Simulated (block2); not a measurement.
# GeH3Cl (chlorogermane): DMRG/STO-3G, part 2 of 2

block2 0.5.4. Earlier steps stand in the parts before.

## 3. The doublet cation: a single-point energy at DMRG/STO-3G

The input, block2_dmrg.py:

```python
import numpy as np
from pyscf import cc, dft, gto, mp, scf
from pyblock2._pyscf.ao2mo import integrals as itg
from pyblock2.driver.core import DMRGDriver, SymmetryTypes
from scipy.stats import linregress

geom = """
Cl    -1.875800    -0.025100     0.641300
Ge     0.161800    -0.013900    -0.060600
H      0.160400     0.656200    -1.438100
H      0.619000    -1.473700    -0.140600
H      0.984500     0.782900     0.956700
"""
mol = gto.M(
    atom=geom,
    basis="sto-3g",
    charge=1,
    spin=1,
    verbose=3,
)
print("basis functions = %d" % (mol.nao))
mf = scf.ROHF(mol)
mf.conv_tol = 1e-10
mf.max_cycle = 200
mf.kernel()
if not mf.converged:
    mf = mf.newton().run(mf.mo_coeff, mf.mo_occ)
print(f"E(HF) = {mf.e_tot:.10f}")
ref = scf.UHF(mol).run(mf.make_rdm1(), conv_tol=1e-10)
pt = mp.MP2(ref, frozen=14).run()
mycc = cc.CCSD(ref, frozen=14)
mycc.max_cycle = 150
mycc.kernel()
print("E(MP2) = %.10f" % (pt.e_tot))
if mycc.converged:
    print(f"E(CCSD) = {mycc.e_tot:.10f}")
    print("CCSD(T) total energy = %.10f" % (mycc.e_tot + mycc.ccsd_t()))
ks = dft.UKS(mol, xc="m06l").set(conv_tol=1e-9, verbose=3).run(mf.make_rdm1())
if ks.converged:
    print("E(M06-L) = %.8f" % (ks.e_tot))
ks = dft.UKS(mol, xc="r2scan").set(conv_tol=1e-9, verbose=3).run(mf.make_rdm1())
if ks.converged:
    print("E(r2SCAN) = %.8f" % (ks.e_tot))
ks = dft.UKS(mol, xc="blyp").set(conv_tol=1e-9, verbose=3).run(mf.make_rdm1())
if ks.converged:
    print(f"E(BLYP) = {ks.e_tot:.8f}")
ncas, n_elec, spin, ecore, h1e, g2e, orb_sym = itg.get_rhf_integrals(mf, ncore=14, ncas=16, pg_symm=False, g2e_symm=1)
dmrg = DMRGDriver(scratch="./tmp", symm_type=SymmetryTypes.SU2, stack_mem=1500 << 20, n_threads=1)
idx = dmrg.orbital_reordering(h1e, g2e, method="fiedler")
print("orbital order:", idx.tolist())
h1e = h1e[np.ix_(idx, idx)]
g2e = g2e[np.ix_(idx, idx, idx, idx)]
orb_sym = np.array(orb_sym)[idx]
dmrg.initialize_system(n_sites=ncas, n_elec=n_elec, spin=spin, orb_sym=orb_sym)
mpo = dmrg.get_qc_mpo(h1e=h1e, g2e=g2e, ecore=ecore, iprint=1)
psi = dmrg.get_random_mps(tag="GS", bond_dim=50, nroots=1)
bond_dims = [50] * 2 + [75] * 3 + [100] * 2
noises = [0.0001] * 2 + [0.0001] * 3 + [1e-05] * 2 + [0]
thrds = [1e-08] * 7
e = dmrg.dmrg(mpo, psi, n_sweeps=13, tol=1e-06, bond_dims=bond_dims, noises=noises, thrds=thrds, iprint=2)
ms, dws, es = dmrg.get_dmrg_results()
print("discarded weight = %.3e" % (dws[-1]))
print("total energy = %.10f" % (e))
dm1 = dmrg.get_1pdm(psi)
print("natural occupations =", np.round(np.linalg.eigvalsh(dm1)[::-1], 5).tolist())
c_act = mf.mo_coeff[:, 14:30][:, idx]
dm_ao = c_act @ dm1 @ c_act.T + 2 * mf.mo_coeff[:, :14] @ mf.mo_coeff[:, :14].T
print("dipole moment (debye) =", np.round(scf.hf.dip_moment(mol, dm_ao, verbose=0), 4).tolist())
print("largest bipartite entropy = %.4f" % (max(dmrg.get_bipartite_entanglement(psi))))
psi = dmrg.adjust_mps(psi, dot=2)[0]
back = [90, 75, 60, 45]
dmrg.dmrg(mpo, psi, n_sweeps=4 * len(back), tol=0, bond_dims=[m for m in back for _ in range(4)], noises=[0] * (4 * len(back)), thrds=[1e-9] * (4 * len(back)), iprint=1)
ms, dws, es = dmrg.get_dmrg_results()
ms, dws, es = ms[3::4], dws[3::4], np.array(es)[3::4, 0]
fit = linregress(dws, es)
print("M values =", np.round(ms, 1).tolist())
print("discarded weights =", np.round(dws, 12).tolist())
print("energies at each M =", np.round(es, 9).tolist())
print(f"extrapolated energy = {fit.intercept:.8f}")
print("error estimate = %.3e" % (abs(fit.intercept - es.min()) / 5))
```

Launch:

```sh
$ python block2_dmrg.py
```

What it wrote:

```text
basis functions = 30
converged SCF energy = -2507.80063188184
E(HF) = -2507.8006318818
converged SCF energy = -2507.80120272477  <S^2> = 0.7525505  2S+1 = 2.0025489
E(UMP2) = -2507.8426100022  E_corr = -0.041407277436448
E(SCS-UMP2) = -2507.84911176191  E_corr = -0.0479090371414789
E(UCCSD) = -2507.864691766445  E_corr = -0.06348904167951283
E(MP2) = -2507.8426100022
E(CCSD) = -2507.8646917664
UCCSD(T) correction = -0.000875310616419842
CCSD(T) total energy = -2507.8655670771

WARN: HOMO -0.372721467510674 >= LUMO -0.37256739734665

WARN: HOMO -0.363584387942418 >= LUMO -0.362872006144396

WARN: HOMO -0.506710095581627 >= LUMO -0.50666256479584

WARN: HOMO -0.50230496335381 >= LUMO -0.501720548942739

WARN: HOMO -0.504304454977538 >= LUMO -0.503749785465867

WARN: HOMO -0.504209276608923 >= LUMO -0.503840843137779

WARN: HOMO -0.504234621408673 >= LUMO -0.503676531614629

WARN: HOMO -0.503921710265569 >= LUMO -0.503748184379901

SCF not converged.
SCF energy = -2509.8038681836 after 50 cycles  <S^2> = 0.75090386  2S+1 = 2.0009037

WARN: HOMO -0.359873816584165 >= LUMO -0.359799804132276

WARN: HOMO -0.373648486565305 >= LUMO -0.373444098946568

converged SCF energy = -2509.8085685428  <S^2> = 0.75146975  2S+1 = 2.0014692
E(r2SCAN) = -2509.80856854

WARN: HOMO -0.291692555781401 >= LUMO -0.291550993373524

WARN: HOMO -0.352707000953766 >= LUMO -0.352139618181864

WARN: HOMO -0.486468102455762 >= LUMO -0.486193250328999

WARN: HOMO -0.48610641932068 >= LUMO -0.485467367386896

WARN: HOMO -0.486308383957551 >= LUMO -0.485529961645682

WARN: HOMO -0.486515072682129 >= LUMO -0.485564145145804

WARN: HOMO -0.486123103370958 >= LUMO -0.485772372318409

WARN: HOMO -0.486491402286173 >= LUMO -0.485582401159156

WARN: HOMO -0.486271279696916 >= LUMO -0.485857972035516

WARN: HOMO -0.486559233058288 >= LUMO -0.485699355037981

WARN: HOMO -0.486053528451274 >= LUMO -0.485926063216759

WARN: HOMO -0.486328172312078 >= LUMO -0.485679071016906

WARN: HOMO -0.486106055332475 >= LUMO -0.486015291757105

WARN: HOMO -0.486540016182193 >= LUMO -0.485629427138619

SCF not converged.
SCF energy = -2509.59834069146 after 50 cycles  <S^2> = 0.75054855  2S+1 = 2.0005485
orbital order: [3, 2, 4, 5, 1, 14, 15, 13, 9, 10, 8, 12, 6, 0, 7, 11]
integral symmetrize error =  0.0
integral cutoff error =  0.0
mpo terms =      37087

Build MPO | Nsites =    16 | Nterms =      37087 | Algorithm = FastBIP | Cutoff = 1.00e-20
 Site =     0 /    16 .. Mmpo =    14 DW = 0.00e+00 NNZ =       14 SPT = 0.0000 Tmvc = 0.002 T = 0.004
 Site =     1 /    16 .. Mmpo =    50 DW = 0.00e+00 NNZ =       56 SPT = 0.9200 Tmvc = 0.002 T = 0.006
 Site =     2 /    16 .. Mmpo =    76 DW = 0.00e+00 NNZ =      892 SPT = 0.7653 Tmvc = 0.002 T = 0.008
 Site =     3 /    16 .. Mmpo =   106 DW = 0.00e+00 NNZ =     1028 SPT = 0.8724 Tmvc = 0.002 T = 0.008
 Site =     4 /    16 .. Mmpo =   144 DW = 0.00e+00 NNZ =     1541 SPT = 0.8990 Tmvc = 0.002 T = 0.009
 Site =     5 /    16 .. Mmpo =   190 DW = 0.00e+00 NNZ =     2097 SPT = 0.9234 Tmvc = 0.003 T = 0.010
 Site =     6 /    16 .. Mmpo =   244 DW = 0.00e+00 NNZ =     2654 SPT = 0.9428 Tmvc = 0.003 T = 0.011
 Site =     7 /    16 .. Mmpo =   306 DW = 0.00e+00 NNZ =     3171 SPT = 0.9575 Tmvc = 0.003 T = 0.012
 Site =     8 /    16 .. Mmpo =   244 DW = 0.00e+00 NNZ =    16171 SPT = 0.7834 Tmvc = 0.003 T = 0.022
 Site =     9 /    16 .. Mmpo =   190 DW = 0.00e+00 NNZ =     2655 SPT = 0.9427 Tmvc = 0.001 T = 0.007
 Site =    10 /    16 .. Mmpo =   144 DW = 0.00e+00 NNZ =     2099 SPT = 0.9233 Tmvc = 0.001 T = 0.005
 Site =    11 /    16 .. Mmpo =   106 DW = 0.00e+00 NNZ =     1546 SPT = 0.8987 Tmvc = 0.001 T = 0.004
 Site =    12 /    16 .. Mmpo =    76 DW = 0.00e+00 NNZ =     1023 SPT = 0.8730 Tmvc = 0.000 T = 0.003
 Site =    13 /    16 .. Mmpo =    50 DW = 0.00e+00 NNZ =      893 SPT = 0.7650 Tmvc = 0.000 T = 0.002
 Site =    14 /    16 .. Mmpo =    14 DW = 0.00e+00 NNZ =       56 SPT = 0.9200 Tmvc = 0.000 T = 0.000
 Site =    15 /    16 .. Mmpo =     1 DW = 0.00e+00 NNZ =       14 SPT = 0.0000 Tmvc = 0.000 T = 0.000
Ttotal =      0.111 Tmvc-total = 0.025 MPO bond dimension =   306 MaxDW = 0.00e+00
NNZ =        35910 SIZE =       352436 SPT = 0.8981

Rank =     0 Ttotal =      0.113 MPO method = FastBipartite bond dimension =     306 NNZ =        35910 SIZE =       352436 SPT = 0.8981
Environment initialization | Nsites =    16 | Center =     0
 INIT-R <-- Site =   13 ..  Bmem =   200 B Rmem =   200 B T = 0.00
 INIT-R <-- Site =   12 ..  Bmem = 5.56 KB Rmem = 5.56 KB T = 0.00
 INIT-R <-- Site =   11 ..  Bmem = 97.0 KB Rmem = 97.0 KB T = 0.00
 INIT-R <-- Site =   10 ..  Bmem = 1.43 MB Rmem =  258 KB T = 0.01
 INIT-R <-- Site =    9 ..  Bmem = 4.10 MB Rmem =  370 KB T = 0.03
 INIT-R <-- Site =    8 ..  Bmem = 6.05 MB Rmem =  512 KB T = 0.05
 INIT-R <-- Site =    7 ..  Bmem = 8.49 MB Rmem =  561 KB T = 0.08
 INIT-R <-- Site =    6 ..  Bmem = 9.40 MB Rmem =  693 KB T = 0.50
 INIT-R <-- Site =    5 ..  Bmem = 7.49 MB Rmem =  596 KB T = 0.11
 INIT-R <-- Site =    4 ..  Bmem = 6.39 MB Rmem =  390 KB T = 0.11
 INIT-R <-- Site =    3 ..  Bmem = 4.13 MB Rmem =  332 KB T = 0.10
 INIT-R <-- Site =    2 ..  Bmem = 3.44 MB Rmem =  250 KB T = 0.09
 INIT-R <-- Site =    1 ..  Bmem = 2.56 MB Rmem =  193 KB T = 0.08
 INIT-R <-- Site =    0 ..  Bmem = 1.57 MB Rmem =  114 KB T = 0.09
Time init sweep =        1.283 | MaxBmem = 9.40 MB | MaxRmem =  693 KB
 | Tread = 0.000 | Twrite = 0.007 | Tfpread = 0.000 | Tfpwrite = 0.005 | data = 4.27 MB | cpsd = 3.47 MB | Tasync = 0.000

[... 5 lines left out ...]
 --> Site =    4-   5 .. Mmps =   50 Ndav =  22 E =  -2505.4276584983 Error = 3.07e-09 FLOPS = 1.68e+09 Tdav = 0.04 T = 0.17
[... 4 lines left out ...]
 --> Site =    9-  10 .. Mmps =   50 Ndav =  20 E =  -2507.3113172795 Error = 1.04e-06 FLOPS = 2.62e+09 Tdav = 0.06 T = 0.16
[... 4 lines left out ...]
 --> Site =   14-  15 .. Mmps =   31 Ndav =   1 E =  -2507.8310965630 Error = 1.42e-20 FLOPS = 3.54e+08 Tdav = 0.00 T = 0.01
[... 13 lines left out ...]
 <-- Site =   10-  11 .. Mmps =   50 Ndav =  17 E =  -2507.8331161715 Error = 9.25e-06 FLOPS = 3.53e+09 Tdav = 0.08 T = 0.14
[... 4 lines left out ...]
 <-- Site =    5-   6 .. Mmps =   50 Ndav =   7 E =  -2507.8599631196 Error = 5.78e-06 FLOPS = 3.68e+09 Tdav = 0.05 T = 0.15
[... 4 lines left out ...]
 <-- Site =    0-   1 .. Mmps =   30 Ndav =   1 E =  -2507.8601503669 Error = 4.50e-20 FLOPS = 4.04e+08 Tdav = 0.00 T = 0.01
[... 13 lines left out ...]
 --> Site =    4-   5 .. Mmps =   75 Ndav =   3 E =  -2507.8601529216 Error = 2.22e-08 FLOPS = 3.69e+09 Tdav = 0.02 T = 0.09
[... 4 lines left out ...]
 --> Site =    9-  10 .. Mmps =   75 Ndav =  11 E =  -2507.8652221685 Error = 7.62e-06 FLOPS = 3.96e+09 Tdav = 0.12 T = 0.24
[... 4 lines left out ...]
 --> Site =   14-  15 .. Mmps =   55 Ndav =   1 E =  -2507.8654156084 Error = 5.88e-21 FLOPS = 6.08e+08 Tdav = 0.00 T = 0.01
[... 13 lines left out ...]
 <-- Site =   10-  11 .. Mmps =   75 Ndav =   4 E =  -2507.8654373487 Error = 6.79e-06 FLOPS = 4.14e+09 Tdav = 0.05 T = 0.15
[... 4 lines left out ...]
 <-- Site =    5-   6 .. Mmps =   75 Ndav =   4 E =  -2507.8655299245 Error = 2.01e-06 FLOPS = 4.38e+09 Tdav = 0.09 T = 0.23
[... 4 lines left out ...]
 <-- Site =    0-   1 .. Mmps =   32 Ndav =   1 E =  -2507.8655269831 Error = 6.08e-20 FLOPS = 6.81e+08 Tdav = 0.00 T = 0.01
[... 13 lines left out ...]
 --> Site =    4-   5 .. Mmps =   75 Ndav =   3 E =  -2507.8655271840 Error = 5.11e-08 FLOPS = 4.05e+09 Tdav = 0.04 T = 0.14
[... 4 lines left out ...]
 --> Site =    9-  10 .. Mmps =   75 Ndav =  10 E =  -2507.8655592638 Error = 1.33e-05 FLOPS = 4.21e+09 Tdav = 0.18 T = 0.31
[... 4 lines left out ...]
 --> Site =   14-  15 .. Mmps =   56 Ndav =   1 E =  -2507.8655276733 Error = 7.29e-21 FLOPS = 6.04e+08 Tdav = 0.00 T = 0.01
[... 13 lines left out ...]
 <-- Site =   10-  11 .. Mmps =  100 Ndav =   4 E =  -2507.8655502415 Error = 6.08e-07 FLOPS = 4.01e+09 Tdav = 0.06 T = 0.18
[... 4 lines left out ...]
 <-- Site =    5-   6 .. Mmps =  100 Ndav =   4 E =  -2507.8658024178 Error = 4.86e-07 FLOPS = 4.23e+09 Tdav = 0.14 T = 0.33
[... 4 lines left out ...]
 <-- Site =    0-   1 .. Mmps =   34 Ndav =   1 E =  -2507.8658014184 Error = 6.18e-20 FLOPS = 7.51e+08 Tdav = 0.00 T = 0.01
[... 13 lines left out ...]
 --> Site =    4-   5 .. Mmps =  100 Ndav =   2 E =  -2507.8658014748 Error = 6.55e-09 FLOPS = 4.13e+09 Tdav = 0.05 T = 0.19
[... 4 lines left out ...]
 --> Site =    9-  10 .. Mmps =  100 Ndav =   4 E =  -2507.8658307038 Error = 6.30e-06 FLOPS = 4.47e+09 Tdav = 0.16 T = 0.38
[... 4 lines left out ...]
 --> Site =   14-  15 .. Mmps =   50 Ndav =   1 E =  -2507.8658205677 Error = 1.83e-20 FLOPS = 5.67e+08 Tdav = 0.00 T = 0.01
[... 13 lines left out ...]
 <-- Site =   10-  11 .. Mmps =  100 Ndav =   3 E =  -2507.8658258893 Error = 1.37e-06 FLOPS = 4.03e+09 Tdav = 0.07 T = 0.19
[... 4 lines left out ...]
 <-- Site =    5-   6 .. Mmps =  100 Ndav =   3 E =  -2507.8658279807 Error = 3.49e-07 FLOPS = 4.40e+09 Tdav = 0.14 T = 0.34
[... 4 lines left out ...]
 <-- Site =    0-   1 .. Mmps =    6 Ndav =   1 E =  -2507.8658269655 Error = 1.34e-20 FLOPS = 1.35e+08 Tdav = 0.00 T = 0.01
[... 13 lines left out ...]
 --> Site =    4-   5 .. Mmps =  100 Ndav =   2 E =  -2507.8658269955 Error = 4.11e-09 FLOPS = 4.15e+09 Tdav = 0.04 T = 0.17
[... 4 lines left out ...]
 --> Site =    9-  10 .. Mmps =  100 Ndav =   3 E =  -2507.8658434012 Error = 6.16e-06 FLOPS = 4.49e+09 Tdav = 0.12 T = 0.31
 --> Site =   10-  11 .. Mmps =  100 Ndav =   3 E =  -2507.8658321040 Error = 1.36e-06 FLOPS = 4.30e+09 Tdav = 0.06 T = 0.20
 --> Site =   11-  12 .. Mmps =  100 Ndav =   2 E =  -2507.8658278541 Error = 3.36e-17 FLOPS = 3.57e+09 Tdav = 0.01 T = 0.10
 --> Site =   12-  13 .. Mmps =   95 Ndav =   1 E =  -2507.8658278541 Error = 3.48e-20 FLOPS = 2.64e+09 Tdav = 0.00 T = 0.05
 --> Site =   13-  14 .. Mmps =   63 Ndav =   1 E =  -2507.8658278541 Error = 2.36e-20 FLOPS = 1.47e+09 Tdav = 0.00 T = 0.04
 --> Site =   14-  15 .. Mmps =   34 Ndav =   1 E =  -2507.8658278541 Error = 2.45e-21 FLOPS = 4.22e+08 Tdav = 0.00 T = 0.01
[... 8 lines left out ...]
Sweep =    9 | Direction = backward | Bond dimension =  100 | Noise =  0.00e+00 | Dav threshold =  1.00e-07
 <-- Site =   14-  15 .. Mmps =    3 Ndav =   1 E =  -2507.8658278541 Error = 0.00e+00 FLOPS = 4.18e+08 Tdav = 0.00 T = 0.00
 <-- Site =   13-  14 .. Mmps =   10 Ndav =   1 E =  -2507.8658278541 Error = 0.00e+00 FLOPS = 1.44e+09 Tdav = 0.00 T = 0.03
 <-- Site =   12-  13 .. Mmps =   34 Ndav =   1 E =  -2507.8658278541 Error = 0.00e+00 FLOPS = 2.52e+09 Tdav = 0.00 T = 0.04
 <-- Site =   11-  12 .. Mmps =   99 Ndav =   1 E =  -2507.8658278541 Error = 1.39e-22 FLOPS = 3.63e+09 Tdav = 0.01 T = 0.07
 <-- Site =   10-  11 .. Mmps =  100 Ndav =   3 E =  -2507.8658321679 Error = 1.37e-06 FLOPS = 4.28e+09 Tdav = 0.07 T = 0.20
 <-- Site =    9-  10 .. Mmps =  100 Ndav =   3 E =  -2507.8658436141 Error = 6.17e-06 FLOPS = 4.49e+09 Tdav = 0.12 T = 0.30
 <-- Site =    8-   9 .. Mmps =  100 Ndav =   4 E =  -2507.8658851934 Error = 2.49e-05 FLOPS = 4.58e+09 Tdav = 0.21 T = 0.86
 <-- Site =    7-   8 .. Mmps =  100 Ndav =   4 E =  -2507.8658900079 Error = 2.60e-05 FLOPS = 4.55e+09 Tdav = 0.29 T = 1.01
 <-- Site =    6-   7 .. Mmps =  100 Ndav =   4 E =  -2507.8658502270 Error = 7.86e-06 FLOPS = 4.54e+09 Tdav = 0.24 T = 0.47
 <-- Site =    5-   6 .. Mmps =  100 Ndav =   3 E =  -2507.8658290176 Error = 3.48e-07 FLOPS = 4.50e+09 Tdav = 0.14 T = 0.33
 <-- Site =    4-   5 .. Mmps =  100 Ndav =   2 E =  -2507.8658277017 Error = 4.03e-09 FLOPS = 4.19e+09 Tdav = 0.04 T = 0.18
 <-- Site =    3-   4 .. Mmps =  100 Ndav =   1 E =  -2507.8658276766 Error = 5.42e-20 FLOPS = 3.33e+09 Tdav = 0.01 T = 0.09
 <-- Site =    2-   3 .. Mmps =   55 Ndav =   1 E =  -2507.8658276766 Error = 5.93e-20 FLOPS = 2.62e+09 Tdav = 0.00 T = 0.05
 <-- Site =    1-   2 .. Mmps =   27 Ndav =   1 E =  -2507.8658276766 Error = 1.90e-20 FLOPS = 1.08e+09 Tdav = 0.00 T = 0.02
 <-- Site =    0-   1 .. Mmps =    5 Ndav =   1 E =  -2507.8658276766 Error = 1.14e-20 FLOPS = 1.18e+08 Tdav = 0.00 T = 0.00
Time elapsed =     30.594 | E =   -2507.8658900079 | DE = -7.30e-07 | DW = 2.60161e-05
Time sweep =        3.677 | 4.71 GFLOP/SWP
 | Dmem = 2.77 MB (7%) | Imem = 105 KB (97%) | Hmem = 65.8 MB | Wmem = 99.5 KB | Pmem = 0 B
 | Tread = 0.019 | Twrite = 0.018 | Tfpread = 0.018 | Tfpwrite = 0.016 | Tmporead = 0.000
 | data = 15.9 MB | cpsd = 12.6 MB | Tasync = 0.000
 | Trot = 0.119 | Tctr = 0.000 | Tint = 0.001 | Tmid = 0.000 | Tdctr = 0.002 | Tdiag = 0.015 | Tinfo = 0.013
 | Teff = 2.343 | Tprt = 0.000 | Teig = 1.128 | Tblk = 3.522 | Tmve = 0.154 | Tdm = 0.001 | Tsplt = 0.013 | Tsvd = 0.000 | Torth = 0.000

discarded weight = 2.602e-05
total energy = -2507.8658900079
natural occupations = [1.99995, 1.99991, 1.99962, 1.99955, 1.99933, 1.99905, 1.99807, 1.98666, 1.97396, 1.96593, 1.95899, 1.01378, 0.03591, 0.02578, 0.02511, 0.01842]
dipole moment (debye) = [-2.4023, 0.0798, 0.9862]
largest bipartite entropy = 0.3879

Sweep =    0 | Direction =  forward | Bond dimension =   90 | Noise =  0.00e+00 | Dav threshold =  1.00e-09
Time elapsed =      4.221 | E =   -2507.8658757815 | DW = 3.63723e-05

Sweep =    1 | Direction = backward | Bond dimension =   90 | Noise =  0.00e+00 | Dav threshold =  1.00e-09
Time elapsed =      8.076 | E =   -2507.8658300832 | DE = 4.57e-05 | DW = 3.43701e-05

Sweep =    2 | Direction =  forward | Bond dimension =   90 | Noise =  0.00e+00 | Dav threshold =  1.00e-09
Time elapsed =     11.995 | E =   -2507.8658290684 | DE = 1.01e-06 | DW = 3.33963e-05

Sweep =    3 | Direction = backward | Bond dimension =   90 | Noise =  0.00e+00 | Dav threshold =  1.00e-09
Time elapsed =     15.807 | E =   -2507.8658293715 | DE = -3.03e-07 | DW = 3.33874e-05

Sweep =    4 | Direction =  forward | Bond dimension =   75 | Noise =  0.00e+00 | Dav threshold =  1.00e-09
Time elapsed =     19.090 | E =   -2507.8657933420 | DE = 3.60e-05 | DW = 5.72311e-05

Sweep =    5 | Direction = backward | Bond dimension =   75 | Noise =  0.00e+00 | Dav threshold =  1.00e-09
Time elapsed =     21.831 | E =   -2507.8656856687 | DE = 1.08e-04 | DW = 4.69092e-05

Sweep =    6 | Direction =  forward | Bond dimension =   75 | Noise =  0.00e+00 | Dav threshold =  1.00e-09
Time elapsed =     24.508 | E =   -2507.8656860370 | DE = -3.68e-07 | DW = 4.57523e-05

Sweep =    7 | Direction = backward | Bond dimension =   75 | Noise =  0.00e+00 | Dav threshold =  1.00e-09
Time elapsed =     27.239 | E =   -2507.8656863756 | DE = -3.39e-07 | DW = 4.56535e-05

Sweep =    8 | Direction =  forward | Bond dimension =   60 | Noise =  0.00e+00 | Dav threshold =  1.00e-09
Time elapsed =     29.567 | E =   -2507.8656180247 | DE = 6.84e-05 | DW = 9.97471e-05

Sweep =    9 | Direction = backward | Bond dimension =   60 | Noise =  0.00e+00 | Dav threshold =  1.00e-09
Time elapsed =     31.511 | E =   -2507.8654255894 | DE = 1.92e-04 | DW = 7.55679e-05

Sweep =   10 | Direction =  forward | Bond dimension =   60 | Noise =  0.00e+00 | Dav threshold =  1.00e-09
Time elapsed =     33.421 | E =   -2507.8654326545 | DE = -7.07e-06 | DW = 7.40271e-05

Sweep =   11 | Direction = backward | Bond dimension =   60 | Noise =  0.00e+00 | Dav threshold =  1.00e-09
Time elapsed =     35.338 | E =   -2507.8654338543 | DE = -1.20e-06 | DW = 7.40162e-05

Sweep =   12 | Direction =  forward | Bond dimension =   45 | Noise =  0.00e+00 | Dav threshold =  1.00e-09
Time elapsed =     36.908 | E =   -2507.8653068931 | DE = 1.27e-04 | DW = 2.16548e-04

Sweep =   13 | Direction = backward | Bond dimension =   45 | Noise =  0.00e+00 | Dav threshold =  1.00e-09
Time elapsed =     38.241 | E =   -2507.8648508343 | DE = 4.56e-04 | DW = 1.42215e-04

Sweep =   14 | Direction =  forward | Bond dimension =   45 | Noise =  0.00e+00 | Dav threshold =  1.00e-09
Time elapsed =     39.551 | E =   -2507.8648530624 | DE = -2.23e-06 | DW = 1.38124e-04

Sweep =   15 | Direction = backward | Bond dimension =   45 | Noise =  0.00e+00 | Dav threshold =  1.00e-09
Time elapsed =     40.848 | E =   -2507.8648435028 | DE = 9.56e-06 | DW = 1.32947e-04

M values = [90, 75, 60, 45]
discarded weights = [3.3387443e-05, 4.5653499e-05, 7.4016244e-05, 0.000132947495]
energies at each M = [-2507.865829372, -2507.865686376, -2507.865433854, -2507.864843503]
extrapolated energy = -2507.86614935
error estimate = 6.400e-05
```

Wall time 1.8 min (1 thread of Arm Neoverse V2, shared host); peak memory 0.36 GiB.

## 4. Outcome

The summary covers parts 1 to 2.

At DMRG/STO-3G, 14 core orbitals frozen:

```
                                          quantity           value
                  run 1, DMRG/STO-3G: total energy  -2508.19927 Eh
run 1, DMRG/STO-3G: T1 diagnostic of the CCSD step           0.004
                      doublet cation: total energy  -2507.86589 Eh
vertical ionisation energy (to the doublet cation)        9.072 eV
```

**Reading.** Removing an electron at fixed nuclei costs 9.07 eV (875 kJ/mol). In a minimal basis such a difference can be off by several eV, whatever the method.
